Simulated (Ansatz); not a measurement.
**CH₄Ga (doublet): wave-function methods side by side at a displaced geometry (v1), cc-pVDZ**

The task here is to estimate one member of a computed series from the others.

Program: Ansatz 0.2.0, Gaussian basis. Level of theory: cc-pVDZ, core rule «outside noble gas», up to 15 orbitals frozen. These are calculated values, not measurements.

To be run: UHF; CCSD(T) on ROHF; CCSD(T) on UHF; BCCD(T) on ROHF; CISD as a restricted active space (open shells left free, so some higher excitations enter); CCSDT(Q) on ROHF; CCSDT(Q) on UHF; CASSCF and MRCISD+Q, 9 electrons in 9 orbitals; CASSCF and NEVPT2, 9 electrons in 9 orbitals.

20 further runs of the same task are left out: 1 for a known fault of the program, 10 that didn't finish, 9 set aside as unsound or not needed. Runs told in other sessions of the task aren't counted.

### The system

The geometry is a PBE0/def2-TZVP stationary point (not a proven minimum) with its atoms shifted at random (size 0.040 Å). No spin-orbit coupling is included. The filled d shell of Ga may be among the frozen orbitals whatever the setting's name suggests.

6 atoms, charge 0, spin multiplicity 2.

Atoms are counted from 1 here; the program's logs count them from 0.

Bond lengths: C1–Ga2 1.948 Å, C1–H3 1.097 Å, C1–H4 1.093 Å, Ga2–H5 1.614 Å, Ga2–H6 1.582 Å. Angles: Ga2–C1–H3 120.2°, Ga2–C1–H4 121.2°, H3–C1–H4 118.7°, C1–Ga2–H5 120.5°, C1–Ga2–H6 120.6°, H5–Ga2–H6 118.6°.

Set-up of the first run:

Input file in.yaml:

```yaml
crystal:
  periodic: [false, false, false]
  atoms:
    - {symbol: C, position_ang: [0.002333, 0.013081, 1.635403]}
    - {symbol: Ga, position_ang: [0.001500, -0.003061, -0.312602]}
    - {symbol: H, position_ang: [0.049464, 0.965058, 2.178752]}
    - {symbol: H, position_ang: [-0.053313, -0.915375, 2.208554]}
    - {symbol: H, position_ang: [-0.095698, 1.377277, -1.144123]}
    - {symbol: H, position_ang: [-0.031987, -1.371068, -1.106939]}
basis:
  gaussian: {orbitals: cc-pVDZ}
magnetization: {spin_polarized: true, initial_magnetization: 1}
hamiltonian: {xc: hf}
output: {orbitals: {seedname: orbitals}}
```

Started as:

```sh
$ ansatz run in.yaml --threads 1 --pin off --events-out ev --progress --plain --max-ram 2393MiB
```

Steps of the session up to this table: UHF; CCSD(T) on ROHF; CCSD(T) on UHF; BCCD(T) on ROHF; CISD as a restricted active space (open shells left free, so some higher excitations enter); CCSDT(Q) on ROHF; CCSDT(Q) on UHF; CASSCF and MRCISD+Q, 9 electrons in 9 orbitals; CASSCF and NEVPT2, 9 electrons in 9 orbitals.

One table of the session follows, with a row left open; its other results are not shown here.

It belongs to the step «Misses and costs». 

```
           method  from UCCSDT(Q) (meV)
             ROHF               +6272.4
              UHF               +6176.8
             RMP2               +1140.1
             UMP2               +1146.4
            RCCSD                +161.2
            UCCSD                +159.0
         RCCSD(T)                 +30.9
         UCCSD(T)                 +30.4
          BCCD(T)                 +30.6
           RCCSDT                  +8.0
           UCCSDT                  +7.1
        RCCSDT(Q)                  +1.0
        UCCSDT(Q)                     0
  CASSCF frontier                     ?
  NEVPT2 frontier               +1107.7
  MRCISD frontier                +286.2
MRCISD+Q frontier                  -2.5
```

**Question.** Estimate the row for CASSCF frontier.

As computed: from UCCSDT(Q) (meV): +4290.3. In the column «from UCCSDT(Q) (meV)» it lies between UMP2 (+1146.4) and UHF (+6176.8).

Not comparable, so not listed: CISD as a restricted active space (open shells left free, so some higher excitations enter) (they don't share determinant, frozen orbitals or solution with the rows shown, or repeat one).

Limits of these values: Restricted and unrestricted rows rest on different reference determinants; a gap between their highest levels can come from leftover correlation error, from unlike frozen cores or from another state.
